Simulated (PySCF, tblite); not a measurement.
# C6H6F2+ (doublet): geometry, infrared bands and EPR parameters

Aim: predict the infrared bands and EPR parameters of C6H6F2+ (doublet) (`[CH2+][CH]/C=C\C=C(F)F`).

Computed with tblite 0.8.0 and PySCF 2.14.0, with density-fitted response routines of our own, on a single molecule in the gas phase. Atoms count from 0, in the outputs and in this text.

## 1. The starting structure

14 atoms, charge 1, multiplicity 2; geometry from: force field or distance geometry start.

Bonds of the start (Å): C0–C1 1.42, C1–C2 1.46, C2–C3 1.33, C3–C4 1.44, C4–C5 1.33, C5–F6 1.35, C5–F7 1.36, C0–H8 1.09, C0–H9 1.09, C1–H10 1.08, C2–H11 1.10, C3–H12 1.09, C4–H13 1.08.

## 2. Geometry optimisation with GFN2-xTB

What the job is given:

```
{"job": {"kind": "relax", "xc": "GFN2-xTB", "basis": "xTB"}, "charge": 1, "multiplicity": 2}
C     -2.948300     0.385400     0.181000
C     -1.529400     0.396400     0.058000
C     -0.692800    -0.751900    -0.258100
C      0.634000    -0.780800    -0.386500
C      1.562600     0.304500    -0.192200
C      2.883900     0.185400    -0.336300
F      3.450400    -0.996700    -0.656300
F      3.680500     1.272300    -0.142700
H     -3.471100     1.301600     0.436300
H     -3.526500    -0.521900     0.021700
H     -1.050700     1.348500     0.249200
H     -1.251000    -1.679800    -0.430400
H      1.076000    -1.748600    -0.625700
H      1.181600     1.285200     0.054900
```

Launch:

```bash
> OMP_NUM_THREADS=1 python probes_run.py task.json out
```

This one command runs all jobs of the session in turn.

The log of the run:

```text
step      E/eV     max force
  0    -674.42487    3.989
  1    -674.74031    1.914
  2    -674.83644    0.800
  3    -674.89278    0.734
  4    -674.91041    0.489
  5    -674.91912    0.197
  6    -674.92196    0.181
  7    -674.92520    0.182
  8    -674.92708    0.152
  9    -674.92871    0.119
 10    -674.93026    0.139
 11    -674.93189    0.148
 12    -674.93315    0.093
 13    -674.93400    0.094
 14    -674.93467    0.068
 15    -674.93523    0.068
 16    -674.93558    0.044
 17    -674.93574    0.027
 18    -674.93583    0.033
 19    -674.93593    0.027
 20    -674.93600    0.027
 21    -674.93606    0.024
 22    -674.93611    0.021
 23    -674.93617    0.025
 24    -674.93625    0.028
 25    -674.93632    0.030
 26    -674.93638    0.026
 27    -674.93644    0.024
 28    -674.93652    0.031
 29    -674.93660    0.029
 30    -674.93665    0.018
 31    -674.93667    0.011
 32    -674.93670    0.014
 33    -674.93673    0.015
 34    -674.93676    0.013
 35    -674.93678    0.011
 36    -674.93679    0.012
 37    -674.93680    0.011
 38    -674.93682    0.010
```

Run time: 0.21 s. Hardware: 1 thread of Arm Neoverse V1, shared host.

Step by step: (not every step is listed)

```csv
step,energy from step 0 (eV),largest force (eV/Å)
0,0.0000,3.9886
1,-0.3154,1.9137
2,-0.4116,0.8002
3,-0.4679,0.7340
4,-0.4855,0.4888
5,-0.4942,0.1970
6,-0.4971,0.1810
7,-0.5003,0.1819
8,-0.5022,0.1524
10,-0.5054,0.1387
12,-0.5083,0.0932
14,-0.5098,0.0685
16,-0.5107,0.0438
18,-0.5110,0.0334
20,-0.5111,0.0270
22,-0.5112,0.0209
24,-0.5114,0.0281
26,-0.5115,0.0256
28,-0.5116,0.0312
30,-0.5118,0.0185
32,-0.5118,0.0136
33,-0.5119,0.0152
34,-0.5119,0.0127
35,-0.5119,0.0112
36,-0.5119,0.0121
37,-0.5119,0.0110
38,-0.5119,0.0100
```

Close pairs (by a distance rule), those that changed most:

```csv
bond,before (Å),after (Å),change (Å)
C5–F7,1.361,1.292,-0.069
C0–C1,1.424,1.361,-0.064
C2–C3,1.333,1.390,+0.057
C5–F6,1.349,1.295,-0.054
C1–C2,1.455,1.411,-0.045
C3–C4,1.442,1.404,-0.037
C4–C5,1.334,1.367,+0.033
C2–H11,1.096,1.084,-0.013
```

The next job starts from the end point, and lists it.

## 3. Harmonic vibrations with GFN2-xTB

What the job is given:

```
{"job": {"kind": "ir", "xc": "GFN2-xTB", "basis": "xTB"}, "charge": 1, "multiplicity": 2}
C     -2.883604     0.359159     0.169697
C     -1.527975     0.428309     0.075539
C     -0.755789    -0.707308    -0.246357
C      0.627428    -0.762936    -0.371268
C      1.511790     0.313537    -0.193438
C      2.864295     0.172078    -0.335178
F      3.462568    -0.936110    -0.638802
F      3.699554     1.145397    -0.178041
H     -3.476075     1.226032     0.415655
H     -3.415056    -0.565551     0.001485
H     -1.036651     1.375076     0.252174
H     -1.298044    -1.630560    -0.414389
H      1.064576    -1.721405    -0.627879
H      1.162305     1.303808     0.063657
```

The log of the run:

```text
mode    cm-1     km/mol
  1      56.2      1.04
  2      89.5      0.44
  3     110.5      0.82
  4     182.6      2.78
  5     210.0      3.20
  6     282.6      1.25
  7     337.1      2.35
  8     425.9      2.49
  9     456.0      7.26
 10     517.2      2.12
 11     550.6     29.05
 12     651.5      1.70
 13     798.2      0.76
 14     843.2      8.01
 15     904.3     22.99
 16     925.0      2.22
 17     930.8     43.71
 18     945.7     78.90
 19     969.4     20.03
 20    1092.6      1.46
 21    1181.7     47.05
 22    1220.8      3.13
 23    1258.3     10.83
 24    1278.2      0.79
 25    1313.2    170.10
 26    1328.6    187.06
 27    1418.4     26.40
 28    1484.9      9.51
 29    1536.0    260.64
 30    1579.3    859.02
 31    3050.2      6.96
 32    3059.5      3.32
 33    3080.6     18.36
 34    3087.7     30.42
 35    3091.7      2.91
 36    3129.3      8.69
```

It took 0.37 s on 1 thread of Arm Neoverse V1, shared host.

Which atoms move in the most intense modes:

```csv
cm⁻¹,km/mol,atoms
931,43.7,"H8 27 %, H9 20 %, H12 17 %, C0 17 %"
946,78.9,"F6 32 %, C4 32 %, F7 12 %"
1182,47.0,"H13 46 %, H10 12 %, C2 10 %"
1313,170.1,"C5 33 %, H9 16 %, H8 12 %"
1329,187.1,"C5 29 %, H8 20 %, H9 16 %"
1536,260.6,"C1 46 %, C0 26 %, C2 13 %"
1579,859.0,"C5 51 %, C4 38 %"
3088,30.4,"H9 41 %, H8 25 %, H13 17 %, H10 11 %"
```

## 4. EPR parameters: B3LYP/pcH-1

Settings changed since step 3:

```diff
@@ -1,2 +1,2 @@
-{"job": {"kind": "ir", "xc": "GFN2-xTB", "basis": "xTB"}, "charge": 1, "multiplicity": 2}
+{"job": {"kind": "epr", "basis": "pcH-1"}, "charge": 1, "multiplicity": 2}
 C     -2.883604     0.359159     0.169697
```

Level: UKS B3LYP, pcH-1 on C F H, non-relativistic, mean-field spin-orbit, GIAO.

The log of the run:

```text
UKS, coarse grid
  cycle   1  E = -431.49120149  |g| = 5.42e-01
  cycle   2  E = -431.13868420  |g| = 1.05e+00
  cycle   3  E = -431.60236700  |g| = 1.25e-01
  cycle   4  E = -431.60763973  |g| = 9.23e-02
  cycle   5  E = -431.61237208  |g| = 1.32e-02
  cycle   6  E = -431.61248521  |g| = 8.91e-03
  cycle   7  E = -431.61254583  |g| = 4.16e-03
  cycle   8  E = -431.61256787  |g| = 1.79e-03
  cycle   9  E = -431.61257108  |g| = 7.47e-04
UKS, final grid
  cycle   1  E = -431.61263628  |g| = 1.20e-03
  cycle   2  E = -431.61263507  |g| = 2.07e-03
  cycle   3  E = -431.61263698  |g| = 1.77e-04
  cycle   4  E = -431.61263700  |g| = 9.90e-05
  cycle   5  E = -431.61263702  |g| = 4.20e-05
  cycle   6  E = -431.61263702  |g| = 1.07e-05
E = -431.61263702 Eh   <S^2> = 0.7669 (exact 0.7500)
g shifts (ppm)      1          2          3
  rmc          -177       -177       -177
  gc              3         43         41
  oz_so         -57       1018       2027
  total        -231        885       1891
hyperfine (MHz)  atom isotope    a_iso     a_fc   dipolar eigenvalues
    0   13C      29.93      29.93    -30.70    -30.38     61.08
    1   13C     -19.44     -19.44     -5.13      0.68      4.45
    2   13C      13.95      13.95    -20.79    -18.37     39.16
    3   13C       3.17       3.17    -15.67    -12.82     28.49
    4   13C      -8.12      -8.12     -7.40     -4.69     12.09
    5   13C      17.90      17.90    -24.02    -22.89     46.91
    6   19F      44.21      44.21    -87.44    -77.74    165.17
    7   19F      50.25      50.25   -101.99    -92.94    194.92
    8    1H     -25.73     -25.73    -14.48     -1.63     16.12
    9    1H     -24.67     -24.67    -13.04     -2.14     15.18
   10    1H       2.23       2.23     -3.38     -0.98      4.36
   11    1H     -16.10     -16.10     -7.51     -3.00     10.51
   12    1H     -11.40     -11.40     -5.68     -3.04      8.72
   13    1H      -5.56      -5.56     -2.97     -2.33      5.29
```

It took 59 s on 1 thread of Arm Neoverse V1, shared host; peak memory 0.9 GiB.

Principal g values 2.00209, 2.00320, 2.00421; g(iso) = 2.00317, against 2.00232 for a free electron.

Mean a(iso) over the nuclei that a row names, and the largest dipolar term of the row (other rows stand at the frozen geometry):

```csv
nuclei,isotope,a(iso) (MHz),"a(iso) (G, at g = 2.0023)",largest dipolar term (MHz)
F7,19F,50.3,17.9,194.9
F6,19F,44.2,15.8,165.2
C0,13C,29.9,10.7,61.1
"H8, H9",1H,-25.2,-9.0,16.1
C1,13C,-19.4,-6.9,-5.1
C5,13C,17.9,6.4,46.9
H11,1H,-16.1,-5.7,10.5
C2,13C,14.0,5.0,39.2
H12,1H,-11.4,-4.1,8.7
C4,13C,-8.1,-2.9,12.1
H13,1H,-5.6,-2.0,5.3
C3,13C,3.2,1.1,28.5
H10,1H,2.2,0.8,4.4
```

Mulliken spin populations:

C0 0.40; C1 -0.06; C2 0.23; C3 0.16; C4 0.05; C5 0.22; F6 0.03; F7 0.03; H8 -0.02; H9 -0.02; H10 0.00; H11 -0.01; H12 -0.01; H13 0.00

In first order the couplings over 0.8 MHz of 19F, 1H give 192 distinct lines over 64.3 G, if the averaged nuclei exchange fast; the same motion can average rows kept apart here too.

The fields below are evaluated on a grid from the run's orbitals.

ELF in a plane through or near 14 of the atoms.

Ten even steps from ' ' (0.00) to '@' (1.00):
```
                                                        
                                                        
                                                        
                    ::--..      --::                    
                  ::@@@@##    **@@@@++                  
          ..----  ::@@@@@@--..@@@@@@%%    ::::          
        ::**####::..@@@@@@++--@@@@@@++  **@@@@==        
      ::**%%**%%==  **%%==++**==%%##  --@@@@@@%%..      
      --##%%==##--  --++++--**======  **@@@@@@%%..      
      ..--**####==++**@@**++**++@@**++**@@@@%%--        
            ------%%::==##::..**++--##--::**++..        
      ::==**##----##--==**    ++++..**++--@@%%++..      
      ==%%%%++##::==%%@@@@--::@@@@%%====@@@@@@@@==      
      --####**##....@@@@@@--==@@@@@@--::@@@@@@@@==      
      ..==##%%##::  @@@@@@::::@@@@@@..  **@@@@%%        
          ..::::    ::**--    ++##--      ::..          
                                                        
                                                        
                                                        
                                                        
```
The map spans 12.5 Å across and 8.7 Å up, centred on the molecule. Atoms in the plane (x, y in Å): C0 (2.9, -0.3), C1 (1.6, -0.4), C2 (0.7, 0.7), C3 (-0.7, 0.8), C4 (-1.5, -0.4), C5 (-2.9, -0.3), F6 (-3.5, 0.8), F7 (-3.7, -1.3), H8 (3.5, -1.1), H9 (3.4, 0.7), H10 (1.1, -1.4), H11 (1.2, 1.7), H12 (-1.2, 1.7), H13 (-1.1, -1.4).

On the surface of density 0.002 e/bohr³ the electrostatic potential runs, from the 1st to the 99th percentile, from 3.25 V near F7 to 5.76 V near H13.

The spin density lies nearest to C0 24 %; C2, C5 about 16 % each; C3 12 %; C4 7 %.

## 5. Outcome

```
                                 quantity                  value
strongest single infrared mode (GFN2-xTB)  1579 cm⁻¹, 859 km/mol
             zero-point energy (GFN2-xTB)          62.0 kcal/mol
                           g(iso) (B3LYP)                2.00317
                                     ⟨S²⟩     0.767 (exact 0.75)
       largest a(iso) (averaged by class)    19F on F7, 50.3 MHz
```

**Reading.** Over 38 steps the energy fell by 0.512 eV; of the close pairs, C5–F7 changed most, 1.361 to 1.292 Å. No mode is imaginary among the 36: a minimum at this level. The strongest single mode, at 1579 cm⁻¹, moves mainly C5 and C4. Unscaled tight-binding wavenumbers are off by several per cent, some by more. Its intensities can rank the bands wrongly. C0 carries the largest spin population, 0.40 e. The isotropic g lies 0.8 ppt above the free-electron value.
